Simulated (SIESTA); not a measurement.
LiTi3O4:

```xyz
8
Lattice="2.9826 0.0000 0.0000 0.0047 5.1691 0.0000 0.0078 1.7199 4.8790" Properties=species:S:1:pos:R:3 pbc="T T T"
Ti    0.0065    3.4192    2.2975
Ti    0.0056    5.0287    0.0223
Ti    1.4922    2.7138    0.0919
O     1.4984    2.5638    3.6431
O     0.0101    5.0887    3.6356
O     1.4978    4.4629    1.3294
O     0.0035    1.6760    1.1555
Li    1.4957    0.8820    2.4601
```

The cell comes from a database or a generator and needn't be the stable form of this composition.

```yaml
Program: SIESTA 5.4.2
Task: single point
Functional: PBEsol
Potentials_or_basis: PseudoDojo 0.4 standard (PBEsol files)
Basis: DZP (energy shift 0.003 Ry; two zetas on semicore shells)
Grid_cutoff: 800 Ry
Energy_shift: 0.003 Ry
k_mesh: 9 × 6 × 6
Occupations: fermi-dirac, width 0.05 eV
Spin: no spin polarisation
```

On this cell: pressure -6.7 GPa; largest force 0.240 eV/Å; band gap on the k mesh none (metal or under the smearing width).

The same run follows on a disturbed copy (atoms moved at random, drawn with an rms of 0.05 Å):

```
CELL_PARAMETERS angstrom
2.98258 0.00000 0.00000
0.00466 5.16910 0.00000
0.00784 1.71989 4.87898
ATOMIC_POSITIONS crystal
Ti 0.99057 0.51168 0.47101
Ti 0.99519 0.96941 0.99999
Ti 0.50452 0.51443 0.01884
O 0.48810 0.24640 0.75344
O 0.00106 0.74937 0.74104
O 0.49525 0.76486 0.27790
O 0.01024 0.24138 0.23816
Li 0.49759 0.99843 0.50563
```

Q: What does the disturbed cell give?

A: The energy (extrapolated to zero smearing) moves by +9.6 meV/atom; pressure -6.9 GPa; largest force 0.846 eV/Å; band gap on the k mesh none (metal or under the smearing width).

Forces in eV/Å, atoms in the order of the input:
```
Ti   0.197 -0.712  0.412
Ti   0.007  0.465  0.610
Ti  -0.051 -0.027 -0.103
O    0.212  0.078 -0.168
O   -0.023 -0.671  0.045
O   -0.094  0.366 -0.654
O   -0.239  0.309 -0.068
Li  -0.009  0.186 -0.076
```

Stress tensor (GPa, compression positive):
```
-7.19 -0.08 -0.47
-0.08 -6.43 -0.20
-0.47 -0.20 -7.06
```

Caveats: the basis of atomic orbitals isn't converged, which shifts pressures, moduli and gaps; an odd number of electrons without spin polarisation forces a metal; a magnetic or distorted state may lie lower; semilocal functionals often make such compounds metallic where correlation or magnetic order opens a gap, which also shifts bond lengths.
